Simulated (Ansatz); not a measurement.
# ClFH₄MoO₄: basis-set convergence

Aim: see how fast density functionals converge with the basis set for ClFH₄MoO₄.

Method: one geometry, several basis sets; program: Ansatz 0.2.0, Gaussian basis.

Plan: PBE0-D4/def2-SVP; ωB97M-V/def2-SVP; PBE0-D4/def2-QZVPP; ωB97M-V/def2-QZVPP; the functionals' def2-TZVPP values are taken from earlier runs.

## Step 1: The relaxed structure

All runs share one geometry, relaxed beforehand with PBE0-D4 in a triple-zeta def2 set. Mo takes the def2 core potential; no spin-orbit term is included.

SMILES `[OH][Mo]([OH])([OH])([OH])([F])[Cl]`, 11 atoms, charge 0, spin multiplicity 1.

Atoms are counted from 1 here; the program's logs count them from 0.

Bond lengths: O1–Mo2 1.847 Å, O1–H8 0.963 Å, Mo2–O3 1.846 Å, Mo2–O4 1.846 Å, Mo2–O5 1.841 Å, Mo2–F6 1.936 Å, Mo2–Cl7 2.415 Å, O3–H9 0.964 Å, O4–H10 0.964 Å, O5–H11 0.963 Å. Angles: Mo2–O1–H8 122.9°, O1–Mo2–O3 93.5°, O1–Mo2–O4 93.5°, O1–Mo2–O5 155.0°, O1–Mo2–F6 97.9°, O1–Mo2–Cl7 77.5°, O3–Mo2–O4 153.8°, O3–Mo2–O5 92.1°, O3–Mo2–F6 77.0°, O3–Mo2–Cl7 103.1°, O4–Mo2–O5 92.1°, O4–Mo2–F6 77.0°, O4–Mo2–Cl7 103.1°, O5–Mo2–F6 107.1°, O5–Mo2–Cl7 77.5°, F6–Mo2–Cl7 175.4°, Mo2–O3–H9 120.0°, Mo2–O4–H10 120.0° and more.

## Step 2: PBE0-D4 in def2-SVP

Contents of in.yaml:

```yaml
crystal:
  periodic: [false, false, false]
  atoms:
    - {symbol: O, position_ang: [-0.233941, -1.768202, -0.315576]}
    - {symbol: Mo, position_ang: [-0.013794, 0.034198, 0.021222]}
    - {symbol: O, position_ang: [0.412368, -0.234843, 1.797412]}
    - {symbol: O, position_ang: [-1.135728, 0.543041, -1.353957]}
    - {symbol: O, position_ang: [0.880843, 1.642244, -0.021429]}
    - {symbol: F, position_ang: [-1.697677, 0.342817, 0.924642]}
    - {symbol: Cl, position_ang: [2.033744, -0.535790, -1.125003]}
    - {symbol: H, position_ang: [0.427722, -2.299189, -0.771385]}
    - {symbol: H, position_ang: [-0.282358, -0.228984, 2.465019]}
    - {symbol: H, position_ang: [-2.075541, 0.672203, -1.185312]}
    - {symbol: H, position_ang: [1.749660, 1.775505, -0.415033]}
basis:
  gaussian: {orbitals: def2-SVP}
hamiltonian: {xc: pbe0, dispersion: d4}
output: {orbitals: {seedname: orbitals}}
```

Command:

```sh
$ ansatz run in.yaml --threads 2 --pin off --events-out ev --progress --plain --max-ram 32768MiB --backend cpu
```

Further steps of the session: ωB97M-V in def2-SVP; PBE0-D4 in def2-QZVPP; ωB97M-V in def2-QZVPP.

Before running them: what should the planned runs give, taken together? Wanted: PBE0-D4: double and triple zeta above quadruple; ωB97M-V: double and triple zeta above quadruple.

The runs gave:

| quantity | value |
| --- | --- |
| PBE0-D4: double and triple zeta above quadruple | 19.72, 1.10 eV |
| ωB97M-V: double and triple zeta above quadruple | 19.94, 1.06 eV |

What this shows: For PBE0-D4 the step from double to triple zeta gains 18.62 eV and the next only 1.10 eV. Total energies overstate the basis error of differences, where much of it tends to cancel.
